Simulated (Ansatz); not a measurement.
# HfCl₂ (triplet): geometry optimisation

Where does this start of HfCl₂ (triplet) end when it is relaxed?

The runs use Ansatz 0.2.0, Gaussian basis; UKS PBE0/def2-SVP.

9 further runs of the same task are left out: 2 that didn't finish, 7 set aside as unsound or not needed.

## (1) The system as given

3 atoms, charge 0, spin multiplicity 3.

Atoms are counted from 1 here; the program's logs count them from 0.

Bond lengths: Hf1–Cl2 2.242 Å, Hf1–Cl3 2.241 Å. Angles: Cl2–Hf1–Cl3 109.5°.

Coordinates:

```
Hf   -0.34950   -0.10689    0.43172
Cl    1.11105   -1.73295   -0.06723
Cl   -1.32352    0.62588   -1.44890
```

The start is a generated structure. Sticks and bond lists go by distance. No spin-orbit coupling is included. Elements past krypton take def2 core potentials.

## (2) The run

Contents of in.yaml:

```yaml
crystal:
  periodic: [false, false, false]
  atoms:
    - {symbol: Hf, position_ang: [-0.349500, -0.106890, 0.431720]}
    - {symbol: Cl, position_ang: [1.111050, -1.732950, -0.067230]}
    - {symbol: Cl, position_ang: [-1.323520, 0.625880, -1.448900]}
basis:
  gaussian: {orbitals: def2-SVP}
magnetization: {spin_polarized: true, initial_magnetization: 2}
hamiltonian: {xc: pbe0}
relax: {f_tol: 0.01, max_steps: 150}
```

The run is started by

```
$ ansatz run in.yaml --threads 1 --pin off --events-out ev --progress --plain --max-ram 24576MiB --backend cuda --devices 0, --max-vram 18GiB
```

Q: Predict the outcome of this session. Wanted: energy gained; shift from the start; total energy; dipole moment; ⟨S²⟩.

The runs gave:

| quantity | value |
| --- | --- |
| steps | 6 |
| energy gained | 0.450 eV |
| shift from the start (rms) | 0.508 Å |
| total energy | -26337.4640 eV |
| dipole moment | 1.32 D |
| ⟨S²⟩ | 2.004 |

What this shows: The bonds of the start are those of the end. Hf1–Cl3 went from 2.241 to 2.360 Å. No vibrations were run, so this is a stationary point, not a proven minimum, and this spin need not be the ground state's.
